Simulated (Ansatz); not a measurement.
# H6NO2ScSi: the cost of one run

Computed with Ansatz 0.2.0, Gaussian basis. Level: the settings change from run to run.

### 1 The relaxed structure

An earlier PBE0-D4 in a triple-zeta def2 set relaxation fixed the geometry.

SMILES `[NH2][Sc]([OH])[O][SiH3]`, 11 atoms, charge 0, spin multiplicity 1.

Atoms are counted from 1 here; the program's logs count them from 0.

Bond lengths: N1–Sc2 1.980 Å, N1–H6 1.012 Å, N1–H7 1.012 Å, Sc2–O3 1.868 Å, Sc2–O4 1.906 Å, O3–H8 0.952 Å, O4–Si5 1.624 Å, Si5–H9 1.490 Å, Si5–H10 1.491 Å, Si5–H11 1.490 Å. Angles: Sc2–N1–H6 126.2°, Sc2–N1–H7 126.3°, H6–N1–H7 107.5°, N1–Sc2–O3 116.8°, N1–Sc2–O4 117.2°, O3–Sc2–O4 125.9°, Sc2–O3–H8 167.4°, Sc2–O4–Si5 177.0°, O4–Si5–H9 110.7°, O4–Si5–H10 111.0°, O4–Si5–H11 110.8°, H9–Si5–H10 108.0°, H9–Si5–H11 108.1°, H10–Si5–H11 108.0°.

As a file:

```
N     0.14502    1.21805    2.21021
Sc    0.44167   -0.28135    0.95160
O     1.34989   -1.77300    1.61578
O    -0.22504   -0.07619   -0.82251
Si   -0.76777    0.02029   -2.34998
H    -0.32802    2.08865    2.00274
H     0.43770    1.25432    3.17827
H     1.78444   -2.60783    1.76093
H    -2.21645   -0.32347   -2.41759
H    -0.02841   -0.91850   -3.24117
H    -0.59303    1.39902   -2.88827
```

### 2 B2PLYP/def2-mTZVPP

This run has atoms shaken by 0.15 Å, a point charge of 1.00 e beside it.

File in.yaml:

```yaml
crystal:
  periodic: [false, false, false]
  atoms:
    - {symbol: N, position_ang: [0.136348, 1.149582, 2.186438]}
    - {symbol: Sc, position_ang: [0.612919, -0.042884, 0.991080]}
    - {symbol: O, position_ang: [1.193217, -1.819681, 1.742916]}
    - {symbol: O, position_ang: [-0.336941, -0.111242, -1.062301]}
    - {symbol: Si, position_ang: [-0.598703, -0.164238, -2.598299]}
    - {symbol: H, position_ang: [-0.634430, 1.739974, 1.883332]}
    - {symbol: H, position_ang: [0.621990, 1.341597, 3.170467]}
    - {symbol: H, position_ang: [1.644067, -2.375494, 1.669951]}
    - {symbol: H, position_ang: [-2.074159, -0.362157, -2.546378]}
    - {symbol: H, position_ang: [-0.131411, -1.017437, -3.011593]}
    - {symbol: H, position_ang: [-0.648763, 1.503439, -2.912600]}
basis:
  gaussian: {orbitals: def2-mTZVPP, point_charges: [{charge: 1.00, position_ang: [5.133, 0.073, -0.731]}]}
hamiltonian: {xc: {name: B2PLYP}}
```

Started as:

```
$ ansatz run in.yaml --threads 2 --pin off --events-out ev --progress --plain --max-ram 32768MiB --backend cpu
```

What time and memory should one allow on 2 threads of AMD EPYC 7R13, shared host?

About 9 s, with a peak of 0.48 GiB.
